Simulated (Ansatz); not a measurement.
# CdTeO (element-swapped structure): how the settings move a single-point run

Computed with Ansatz 0.2.0 (reference: DFT PBE, plane waves, PAW, scalar-relativistic, no spin polarisation, unless a step's input says otherwise).

### Step 1. The system as given

The structure is orthorhombic, space group Pmmn (No. 59). The conventional cell has a = 3.334 Å, b = 3.738 Å, c = 7.985 Å, α = 90.00°, β = 90.00°, γ = 90.00°. Cd (site symmetry mm2) is surrounded by 4 O at 1.98 to 2.01 Å and 2 Te at 2.44 Å. O (site symmetry mm2) is surrounded by 4 Cd at 1.98 to 2.01 Å. Te (site symmetry mm2) has 2 Cd at 2.44 Å as nearest neighbours.

Structure file:

```
Cd O Te
1.0
     3.73833    0.00000    0.00000
     0.00000    3.33393    0.00000
     0.00000    0.00000    7.98538
Cd O Te
2 2 2
Direct
  0.00000 0.50000 0.11300
  0.50000 0.00000 0.88700
  0.00000 0.00000 0.98000
  0.50000 0.50000 0.02000
  0.00000 0.00000 0.33600
  0.50000 0.50000 0.66400
```

### Step 2. Reference

input.yaml reads:

```yaml
crystal:
  lattice:
    - [3.738327, 0.0, 0.0]
    - [0.0, 3.333934, 0.0]
    - [0.0, 0.0, 7.985377]
  atoms:
    - { symbol: Cd, position: [0.0, 0.5, 0.113] }
    - { symbol: Cd, position: [0.5, 0.0, 0.887] }
    - { symbol: O, position: [0.0, 0.0, 0.98] }
    - { symbol: O, position: [0.5, 0.5, 0.02] }
    - { symbol: Te, position: [0.0, 0.0, 0.336] }
    - { symbol: Te, position: [0.5, 0.5, 0.664] }
  symmetry: { tolerance: 0.0003 }
kpoints:
  mp_grid: { grid: [5, 5, 3], shift: [0, 0, 0] }
magnetization:
  spin_polarized: false
scf:
  occupations: { method: gaussian, width: 0.1132 }
hamiltonian:
  pseudopotentials: { kind: paw }
  xc: pbe
basis:
  ecutwfc: 420
output:
  forces: true
  stress: true
  eigenvalues: true
  write_density: true
  write_potential: true
  elf: true
  volumetric_format: npy
```

The run is started by

```bash
$ ansatz run input.yaml --threads 1 --pin off --max-ram 2560MiB --backend cpu --events-out ev --progress --plain --runs-dir out
```

What time and memory should one allow on 1 thread of Intel Xeon Platinum 8488C (Sapphire Rapids), shared host?

About 8.3 s, with a peak of 0.53 GiB.
